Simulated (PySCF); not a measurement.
# C2H6Cl2Si: the cost of one run

Program: PySCF 2.14.0. Level of theory: levels as typed in each script, gas phase, geometry from GFN2-xTB. These are calculated values, not measurements.

## 1. The starting structure

SMILES `C[Si](C)(Cl)Cl`, 11 atoms, charge 0, spin multiplicity 1.

Bond lengths: C1–Si2 1.902 Å, C1–H6 1.086 Å, C1–H7 1.087 Å, C1–H8 1.088 Å, Si2–C3 1.901 Å, Si2–Cl4 2.033 Å, Si2–Cl5 2.033 Å, C3–H9 1.087 Å, C3–H10 1.086 Å, C3–H11 1.084 Å. Angles: Si2–C1–H6 111.3°, Si2–C1–H7 111.3°, Si2–C1–H8 111.1°, H6–C1–H7 107.1°, H6–C1–H8 107.6°, H7–C1–H8 108.3°, C1–Si2–C3 112.5°, C1–Si2–Cl4 108.9°, C1–Si2–Cl5 109.0°, C3–Si2–Cl4 109.0°, C3–Si2–Cl5 108.9°, Cl4–Si2–Cl5 108.3°, Si2–C3–H9 111.3°, Si2–C3–H10 111.3°, Si2–C3–H11 111.5°, H9–C3–H10 107.1°, H9–C3–H11 107.7°, H10–C3–H11 107.9°.

As a file:

```
C    -0.0047   -1.3611   -1.5817
Si    0.0001   -0.3051   -0.0003
C     0.0054   -1.3627    1.5799
Cl   -1.6489    0.8847    0.0040
Cl    1.6484    0.8855   -0.0034
H    -0.8817   -1.9997   -1.6268
H    -0.0179   -0.7375   -2.4719
H     0.8723   -2.0032   -1.6274
H     0.0183   -0.7401    2.4708
H     0.8827   -2.0010    1.6243
H    -0.8713   -1.9975    1.6350
```

## 2. Density, bond paths and surface potential (wB97X/def2-tzvp)

The input, input.py:

```python
import numpy as np
from pyscf import gto, scf, dft
from pyscf.scf import atom_ks, atom_hf
from scipy.linalg import block_diag

def solve(mol, dm0=None, hcore=None):
    mf = (dft.UKS if mol.spin else dft.RKS)(mol, xc='wb97x')
    mf.grids.level = 3
    mf = mf.density_fit(auxbasis='def2-universal-jkfit')
    mf.conv_tol, mf.max_cycle = 1e-8, 80
    if hcore is not None:
        mf.get_hcore = lambda *args: hcore
    mf.kernel(dm0)
    if not mf.converged:
        mf = mf.newton().run(mf.mo_coeff, mf.mo_occ, max_cycle=30)
    assert mf.converged, 'SCF not converged'
    return mf

mol = gto.M(atom='''
C     -0.00473    -1.36106    -1.58168
Si     0.00010    -0.30508    -0.00026
C      0.00540    -1.36275     1.57989
Cl    -1.64886     0.88468     0.00404
Cl     1.64840     0.88551    -0.00344
H     -0.88172    -1.99973    -1.62681
H     -0.01791    -0.73753    -2.47193
H      0.87229    -2.00323    -1.62736
H      0.01826    -0.74015     2.47081
H      0.88272    -2.00102     1.62434
H     -0.87127    -1.99752     1.63504
''', basis='def2-tzvp', charge=0, spin=0, verbose=4)
mf = solve(mol)
mf.analyze()
# spherically averaged free atoms, for the promolecule
atm = atom_ks.get_atm_nrks(mol, xc='wb97x')
pro = block_diag(*[(atm[a[0]][2] * atm[a[0]][3]) @ atm[a[0]][2].T for a in mol._atom])
np.savez('result.npz', e=mf.e_tot, c=mf.mo_coeff, occ=mf.mo_occ, eps=mf.mo_energy, pro=pro, dip=mf.dip_moment(verbose=0), s2=mf.spin_square()[0])
```

Started as:

```
$ OMP_NUM_THREADS=1 python input.py
```

What time and memory should one allow on 1 thread of Intel Xeon Platinum 8259CL at 2.50GHz (Skylake/Cascade Lake), shared host?

About 31 s, with a peak of 0.87 GiB.
